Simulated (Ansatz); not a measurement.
# ScSi5: the cost of one run

Method: DFT PBE, scalar-relativistic, plane waves, PAW, in Ansatz 0.2.0.

## Step 1: The starting structure

It takes space group P-4m2 (No. 115, tetragonal). The conventional cell has a = 4.973 Å, b = 4.973 Å, c = 4.618 Å, α = 90.00°, β = 90.00°, γ = 90.00°. Sc (site symmetry -4m2) has 8 Si at 2.79 Å as nearest neighbours. Si (site symmetry m) is surrounded by 5 Si at 2.19 to 2.68 Å and 2 Sc at 2.79 Å. Si (site symmetry -4m2) is surrounded by 4 Si at 2.21 Å.

Coordinates:

```
Sc Si
1.0
     4.97295    0.00000    0.00000
     0.00000    4.97295    0.00000
     0.00000    0.00000    4.61829
Sc Si
1 5
Direct
  0.50000 0.50000 0.50000
  0.00000 0.26963 0.61937
  0.26963 0.00000 0.38063
  0.73037 0.00000 0.38063
  0.00000 0.73037 0.61937
  0.00000 0.00000 0.00000
```

Recipe of the guess: 4-connected net of one element, guests in its cages (P-4m2, No. 115). Its size is a rough estimate.

## Step 2: A first look at the guess

Input file input.yaml:

```yaml
crystal:
  lattice:
    - [4.97294505, 0.0, 0.0]
    - [0.0, 4.97294505, 0.0]
    - [0.0, 0.0, 4.61828673]
  atoms:
    - { symbol: Sc, position: [0.5, 0.5, 0.5] }
    - { symbol: Si, position: [0.0, 0.26963234, 0.61936938] }
    - { symbol: Si, position: [0.26963234, 0.0, 0.38063062] }
    - { symbol: Si, position: [0.73036766, 0.0, 0.38063062] }
    - { symbol: Si, position: [0.0, 0.73036766, 0.61936938] }
    - { symbol: Si, position: [0.0, 0.0, 0.0] }
basis:
  ecutwfc: 420
kpoints:
  mp_grid: { grid: [4, 4, 4] }
hamiltonian:
  xc: pbe
scf:
  occupations: { method: gaussian, width: 0.1 }
  lower_state_search: "off"
output:
  forces: true
  stress: true
  eigenvalues: true
```

On the command line:

```bash
> ansatz run input.yaml --threads 1 --pin off --max-ram 2560MiB --backend cpu --events-out ev --progress --plain --runs-dir out
```

What time and memory should one allow on 1 thread of Arm Neoverse N1, shared host?

About 8 s, with a peak of 0.31 GiB.
